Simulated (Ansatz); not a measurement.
# C₂H₆ClFSi: one species, many methods

The task here is to estimate one member of a computed series from the others.

The runs use Ansatz 0.2.0, Gaussian basis; functionals in def2-TZVPP, the program's frozen cores in correlated methods.

Levels to be run: PBE-D4, r2SCAN-D4, PBE0-D4, B3LYP-D4, ωB97X-V, ωB97M-V, B2PLYP; CCSD(T)/def2-TZVPP; MP2/def2-QZVPP; extrapolation to the limit.

### Structure used throughout

An earlier PBE0-D4 in a triple-zeta def2 set relaxation fixed the geometry.

SMILES `FCC([SiH3])Cl`, 11 atoms, charge 0, spin multiplicity 1.

Atoms are counted from 1 here; the program's logs count them from 0.

Bond lengths: F1–C2 1.380 Å, C2–C3 1.504 Å, C2–H6 1.093 Å, C2–H7 1.096 Å, C3–Si4 1.900 Å, C3–Cl5 1.795 Å, C3–H8 1.093 Å, Si4–H9 1.483 Å, Si4–H10 1.488 Å, Si4–H11 1.479 Å. Angles: F1–C2–C3 111.1°, F1–C2–H6 107.9°, F1–C2–H7 107.8°, C3–C2–H6 111.5°, C3–C2–H7 109.0°, H6–C2–H7 109.5°, C2–C3–Si4 114.6°, C2–C3–Cl5 111.3°, C2–C3–H8 108.0°, Si4–C3–Cl5 107.4°, Si4–C3–H8 109.3°, Cl5–C3–H8 106.0°, C3–Si4–H9 107.7°, C3–Si4–H10 108.3°, C3–Si4–H11 110.4°, H9–Si4–H10 109.4°, H9–Si4–H11 110.4°, H10–Si4–H11 110.5°.

As a file:

```xyz
11

F     0.1173    0.9915    1.7300
C     0.0210    1.3635    0.4049
C     0.3894    0.2243   -0.5057
Si   -0.4358   -1.4309   -0.0726
Cl    2.1629   -0.0495   -0.5238
H     0.6736    2.2272    0.2506
H    -1.0186    1.6520    0.2118
H     0.1175    0.5069   -1.5263
H    -0.1696   -2.3722   -1.1875
H    -1.9023   -1.2053    0.0452
H     0.1099   -1.9644    1.1941
```

Set-up of the first run:

The input, in.yaml:

```yaml
crystal:
  periodic: [false, false, false]
  atoms:
    - {symbol: F, position_ang: [0.117265, 0.991498, 1.729965]}
    - {symbol: C, position_ang: [0.021019, 1.363506, 0.404861]}
    - {symbol: C, position_ang: [0.389444, 0.224292, -0.505657]}
    - {symbol: Si, position_ang: [-0.435809, -1.430899, -0.072636]}
    - {symbol: Cl, position_ang: [2.162941, -0.049493, -0.523803]}
    - {symbol: H, position_ang: [0.673610, 2.227216, 0.250637]}
    - {symbol: H, position_ang: [-1.018585, 1.652006, 0.211766]}
    - {symbol: H, position_ang: [0.117535, 0.506924, -1.526290]}
    - {symbol: H, position_ang: [-0.169567, -2.372218, -1.187546]}
    - {symbol: H, position_ang: [-1.902259, -1.205349, 0.045157]}
    - {symbol: H, position_ang: [0.109907, -1.964382, 1.194149]}
basis:
  gaussian: {orbitals: def2-TZVPP}
hamiltonian: {xc: pbe, dispersion: d4}
output: {forces: true, orbitals: {seedname: orbitals}}
```

Launch:

```sh
$ ansatz run in.yaml --threads 4 --pin off --events-out ev --progress --plain --max-ram 10444MiB
```

Steps of the session up to this table: PBE-D4 (GGA); r2SCAN-D4 (meta-GGA); PBE0-D4 (hybrid); B3LYP-D4 (hybrid); ωB97X-V (range-separated); ωB97M-V (range-separated); B2PLYP (double hybrid); CCSD(T) in def2-TZVPP; MP2 in def2-QZVPP.

One of the session's tables, all rows but one given; the rest of the session is left out.

It belongs to the step «Atomisation energies». 

```
            method  atomisation energy (kJ/mol)
            PBE-D4                       3846.5
         r2SCAN-D4                       3795.7
           PBE0-D4                       3790.6
          B3LYP-D4                       3776.6
           ωB97X-V                       3806.6
           ωB97M-V                       3801.1
            B2PLYP                       3736.1
     HF/def2-TZVPP                            ?
    MP2/def2-TZVPP                       3745.5
   CCSD/def2-TZVPP                       3639.9
CCSD(T)/def2-TZVPP                       3693.3
           MP2/CBS                       3842.7
       CCSD(T)/CBS                       3790.5
```

**Question.** Estimate the row for HF/def2-TZVPP.

**Answer.** atomisation energy (kJ/mol): 2790.3. In the column «atomisation energy (kJ/mol)» it is the lowest.
